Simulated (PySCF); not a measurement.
# C6H8OS: the cost of one run

Computed with PySCF 2.14.0 and routines of our own; the level stands in each step. Atoms count from 0.

## Step 1: The system as given

16 atoms, charge 0, multiplicity 1; geometry from: GFN2-xTB.

## Step 2: Magnetic properties: GIAO HF/pcSseg-1

What the job is given:

```
{"job": {"kind": "mag", "xc": "HF", "basis": "pcSseg-1", "isotopologues": 2}, "charge": 0, "multiplicity": 1}
C      2.319107     0.561231     0.782749
C      1.104512     0.386106     0.280876
C      0.602200    -0.945545    -0.218272
C     -0.744931    -1.249353     0.348918
S     -1.177191    -2.737610     0.827341
C     -1.653603    -0.068360     0.459295
C     -1.057208     1.135728    -0.267171
O      0.235410     1.439276     0.207166
H      3.015190    -0.251546     0.850990
H      2.637872     1.526226     1.128955
H      0.501992    -0.894568    -1.311166
H      1.311398    -1.738844     0.013570
H     -1.774151     0.171536     1.521523
H     -2.645394    -0.306511     0.069966
H     -1.031783     0.946329    -1.350687
H     -1.651018     2.034849    -0.087978
```

With the program's defaults for keys left out, this is: GIAO HF/pcSseg-1 magnetisability, rotational g tensor and spin-rotation constants, non-relativistic, gas phase.

Run with:

```sh
$ OMP_NUM_THREADS=1 python excited_run.py task.json out
```

The driver reads the jobs from task.json and runs them one after another.

Q: Estimate the wall time and peak memory of this first job on 1 thread of Arm Neoverse V2, shared host.

About 15 s, with a peak of 0.84 GiB.
